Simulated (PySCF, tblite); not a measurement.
# C6H12BNSi: geometry, infrared bands and NMR shifts

What infrared bands and NMR shifts should C6H12BNSi (`C=C[Si@](N)(BC)C#CC`) show?

Computed with tblite 0.8.0 and PySCF 2.14.0, with density-fitted response routines of our own, on a single molecule in the gas phase. Atoms are numbered from 0 throughout.

## (1) The molecule as given

21 atoms, charge 0, multiplicity 1; geometry from: force field or distance geometry start.

Bonds of the start (Å): C0–C1 1.32, C1–Si2 1.86, Si2–N3 1.78, Si2–B4 1.92, B4–C5 1.58, Si2–C6 1.81, C6–C7 1.19, C7–C8 1.48, C0–H9 1.09, C0–H10 1.09, C1–H11 1.10, N3–H12 1.06, N3–H13 1.05, B4–H14 1.19, C5–H15 1.12, C5–H16 1.11, C5–H17 1.11, C8–H18 1.08, C8–H19 1.10, C8–H20 1.11.

## (2) Geometry optimisation with GFN2-xTB

What the job is given:

```
{"job": {"kind": "relax", "xc": "GFN2-xTB", "basis": "xTB"}, "charge": 0, "multiplicity": 1}
C     -2.521800    -2.041300    -0.174800
C     -1.508400    -1.365500    -0.676400
Si    -0.596700    -0.101100     0.333200
N     -1.168100    -0.174400     2.018000
B     -1.076800     1.607500    -0.410500
C     -0.180100     2.905100    -0.323600
C      1.168200    -0.468200     0.189200
C      2.336100    -0.706300     0.109500
C      3.787600    -0.993000    -0.005900
H     -2.861400    -1.839400     0.843200
H     -3.068100    -2.787700    -0.747400
H     -1.190900    -1.593100    -1.699500
H     -2.123700     0.275100     2.038900
H     -1.257600    -1.191600     2.265700
H     -2.225100     1.810000    -0.631200
H      0.474000     2.935900     0.589300
H     -0.835500     3.799100    -0.261300
H      0.462700     3.044500    -1.223300
H      3.938100    -2.053200    -0.156000
H      4.170700    -0.411200    -0.852600
H      4.267800    -0.634400     0.929700
```

Started as:

```console
> OMP_NUM_THREADS=1 python probes_run.py task.json out
```

This one command runs all jobs of the session in turn.

**Question.** This job is followed by: GFN2-xTB harmonic vibrations, gas phase; GIAO PBE0/pcSseg-1 NMR shielding, non-relativistic, gas phase. What will the session give for the following? strongest single infrared mode (GFN2-xTB); zero-point energy (GFN2-xTB); ¹³C shifts against TMS (PBE0/pcSseg-1); ¹H shifts against TMS (PBE0/pcSseg-1, means over atoms taken as alike); ²⁹Si shifts against TMS (PBE0/pcSseg-1); ¹⁵N shifts against NH3 (PBE0/pcSseg-1); ¹¹B shifts against BF3·OEt2 (PBE0/pcSseg-1).

**Answer**, as computed:

| quantity | value |
| --- | --- |
| strongest single infrared mode (GFN2-xTB) | 2324 cm⁻¹, 181 km/mol |
| zero-point energy (GFN2-xTB) | 101.6 kcal/mol |
| ¹³C shifts against TMS (PBE0/pcSseg-1) | 148.0, 138.1, 109.6, 88.3, 22.6, 6.0 ppm |
| ¹H shifts against TMS (PBE0/pcSseg-1, means over atoms taken as alike) | 9.62, 6.37, 6.35, 5.94, 2.07, 1.70, 0.31 ppm |
| ²⁹Si shifts against TMS (PBE0/pcSseg-1) | -39.8 ppm |
| ¹⁵N shifts against NH3 (PBE0/pcSseg-1) | 10.0 ppm |
| ¹¹B shifts against BF3·OEt2 (PBE0/pcSseg-1) | 106.8 ppm |

Relaxing lowered the energy by 0.570 eV in 198 steps; the close pair that moved most is Si2–C6, from 1.808 to 1.863 Å. The lowest mode is slightly imaginary (17i cm⁻¹), a soft motion within the noise of the Hessian, so the minimum is not strictly shown. The strongest single mode, at 2324 cm⁻¹, moves mainly C7 and C6. GFN2-xTB is a fitted tight-binding method: band positions and strengths are rough. Its intensities can rank the bands wrongly. C1 (alkene CH) lies farthest downfield among carbon, at 148.0 ppm; the olefinic region. At PBE0/pcSseg-1: The widest tensor belongs to C7: span 281 ppm, with a paramagnetic part of -199 ppm.
